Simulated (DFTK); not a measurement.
## Ta3AsAu2O13 in DFTK: the effect of Hubbard term

Ta3AsAu2O13:

```xyz
19
Lattice="5.2424 3.0267 4.1427 -5.2424 3.0267 4.1427 0.0000 -6.0534 4.1427" Properties=species:S:1:pos:R:3 pbc="T T T"
Ta   -1.7887    1.0327    4.2854
Ta    0.0000   -2.0655    4.2854
Ta    1.7887    1.0327    4.2854
As    0.0000    0.0000    6.9446
Au    0.0000    0.0000   12.0005
Au    0.0000    0.0000    9.3342
O    -1.3566    0.7832    6.1532
O     0.0000   -1.5665    6.1532
O     1.3566    0.7832    6.1532
O     2.5380   -0.6359    3.6068
O    -0.7183    2.5159    3.6068
O    -1.8197   -1.8800    3.6068
O     1.8197   -1.8800    3.6068
O    -2.5380   -0.6359    3.6068
O     0.7183    2.5159    3.6068
O    -3.3469    1.9323    4.0073
O     0.0000   -3.8647    4.0073
O     3.3469    1.9323    4.0073
O     0.0000    0.0000    3.8329
```

The cell was built by a generator and needn't be a form met in nature.

Alike in all runs:

| Quantity | Value |
| --- | --- |
| Program | DFTK 0.8.2 |
| Task | single point |
| Functional | PBE |
| Potentials or basis | dojo.nc.sr.pbe.v0_4_1.standard.upf (PBE) |
| Cutoff | 1143 eV |
| k mesh | 1 × 1 × 1 |
| Occupations | fermi-dirac, width 0.05 eV |
| Spin | no spin polarisation |
| Start of the occupations | half filled (the program's default) |
| Valence electrons | As 15, Au 19, O 6, Ta 13 |
| SCF tolerance on the density | 1e-06 |
| Symmetries used | no |

```tsv
Hubbard term	gap on the mesh (eV)	pressure (GPa)	largest force (eV/Å)
Au d U = 0 eV, Ta d U = 0 eV	1.14	-0.4	0.50
Au d U = 1.5 eV, Ta d U = 1.5 eV	1.13	0.0	0.47
Au d U = 3 eV, Ta d U = 3 eV	1.12	0.4	0.51
Au d U = 4.5 eV, Ta d U = 4.5 eV	1.09	0.9	0.76
Au d U = 6 eV, Ta d U = 6 eV	?	?	?
Au d U = 8 eV, Ta d U = 8 eV	1.03	2.0	1.30
```

Task: What does the run with Hubbard term Au d U = 6 eV, Ta d U = 6 eV give?

Result: gap on the mesh 1.07 eV; pressure 1.3 GPa; largest force 1.00 eV/Å.

Worked out: A parabola through the other rows of the gap on the mesh, of slope -0.0182 eV per eV there, gives 1.07 eV, against the run's 1.07. A straight line through the other rows of the pressure, of slope 0.302 GPa per eV, gives 1.4 GPa, against the run's 1.3. A parabola through the other rows of the largest force, of slope 0.166 eV/Å per eV there, gives 0.92 eV/Å, against the run's 1.00.

Caveats: all runs use coarse meshes; the Hubbard orbitals reach further out than in other programs, which can move energies by up to some tens of meV an atom; spin-orbit coupling is left out, which moves the levels of the heavy elements; an odd mesh through Γ misses points on the zone boundary, where band edges often lie; forces of over 1 eV/Å show positions far from the minimum, so gaps and moduli don't describe the material at rest (some runs).
